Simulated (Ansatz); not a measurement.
# Rb4Cu: the cost of one run

Computed with Ansatz 0.2.0 (DFT PBE, scalar-relativistic, plane waves, PAW, unless a step's input says otherwise).

1 further run of the same task is left out (it didn't finish).

## Step 1: The structure to begin with

The structure is cubic, space group Im-3m (No. 229). The conventional cell has a = 7.065 Å, b = 7.065 Å, c = 7.065 Å, α = 90.00°, β = 90.00°, γ = 90.00°. Rb (site symmetry -3m) is surrounded by 2 Cu at 3.06 Å. Around Cu (site symmetry m-3m) lie 8 Rb at 3.06 Å.

As a file:

```cif
data_structure
_symmetry_space_group_name_H-M 'P 1'
_symmetry_Int_Tables_number 1
_cell_length_a 6.1186
_cell_length_b 6.1186
_cell_length_c 6.1186
_cell_angle_alpha 109.471
_cell_angle_beta 109.471
_cell_angle_gamma 109.471
_cell_volume 176.33
loop_
_atom_site_label
_atom_site_type_symbol
_atom_site_fract_x
_atom_site_fract_y
_atom_site_fract_z
_atom_site_occupancy
Rb1 Rb 0.50000 0.50000 0.50000 1
Rb2 Rb 0.50000 0.00000 0.00000 1
Rb3 Rb 0.00000 0.00000 0.50000 1
Rb4 Rb 0.00000 0.50000 0.00000 1
Cu1 Cu 0.00000 0.00000 0.00000 1
```

The cell is invented: species swapped into a database cell of Hg4Pt (Im-3m, No. 229), with Rb on the Hg sites and Cu on the Pt sites. The dimensions are guesses.

## Step 2: The guess as it stands, on a coarse mesh

Contents of input.yaml:

```yaml
crystal:
  lattice:
    - [-3.53257106, 3.53257106, 3.53257106]
    - [3.53257106, -3.53257106, 3.53257106]
    - [3.53257106, 3.53257106, -3.53257106]
  atoms:
    - { symbol: Rb, position: [0.5, 0.5, 0.5] }
    - { symbol: Rb, position: [0.5, 0.0, 0.0] }
    - { symbol: Rb, position: [0.0, 0.0, 0.5] }
    - { symbol: Rb, position: [0.0, 0.5, 0.0] }
    - { symbol: Cu, position: [0.0, 0.0, 0.0] }
basis:
  ecutwfc: 420
kpoints:
  mp_grid: { grid: [4, 4, 4] }
hamiltonian:
  xc: pbe
scf:
  occupations: { method: gaussian, width: 0.1 }
  lower_state_search: "off"
output:
  forces: true
  stress: true
  eigenvalues: true
```

On the command line:

```bash
$ ansatz run input.yaml --threads 1 --pin off --max-ram 2048MiB --backend cpu --events-out ev --progress --plain --runs-dir out
```

**Question.** How long does this run take on 1 thread of Arm Neoverse V1, shared host, and how much memory does it need?

About 3 s, with a peak of 0.4 GiB.
